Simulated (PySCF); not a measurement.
# C2H6AlFO2: the cost of one run

Computed with PySCF 2.14.0, with density-fitted response routines of our own, on a single molecule in the gas phase. Atoms count from 0, in the outputs and in this text.

### Step 1. Starting geometry

12 atoms, charge 0, multiplicity 1; geometry from: PBE0-D3(BJ)/def2-SVP.

Bonds of the start (Å): C0–O1 1.39, O1–Al2 1.68, Al2–F3 1.66, Al2–O4 1.68, O4–C5 1.39, C0–H6 1.10, C0–H7 1.11, C0–H8 1.10, C5–H9 1.10, C5–H10 1.11, C5–H11 1.10.

### Step 2. Core-electron binding energies: SCAN, X2C

The job: settings as JSON, then the geometry in Å.

```
{"job": {"kind": "xps"}, "charge": 0, "multiplicity": 1}
C     -2.390277    -0.675446     0.371287
O     -1.049234    -0.332532     0.250043
Al    -0.069471     1.031057     0.261390
F     -0.711120     2.536723     0.511881
O      1.585174     0.917843     0.015525
C      2.535697    -0.077771    -0.175575
H     -2.536840    -1.375867     1.212164
H     -3.044386     0.198367     0.545765
H     -2.745679    -1.181517    -0.543618
H      3.118664     0.118454    -1.092387
H      2.091786    -1.085789    -0.268864
H      3.248401    -0.101616     0.667742
```

Method: delta-SCF UKS SCAN, pcX-2 on the ionised atom, pcseg-1 elsewhere, spin-free X2C.

On the command line:

```
OMP_NUM_THREADS=1 python probes_run.py task.json out
```

One launch serves the whole session: the jobs run in the order shown.

Q: Estimate the wall time and peak memory of this first job on 1 thread of Arm Neoverse V1, shared host.

About 30 s, with a peak of 0.54 GiB.
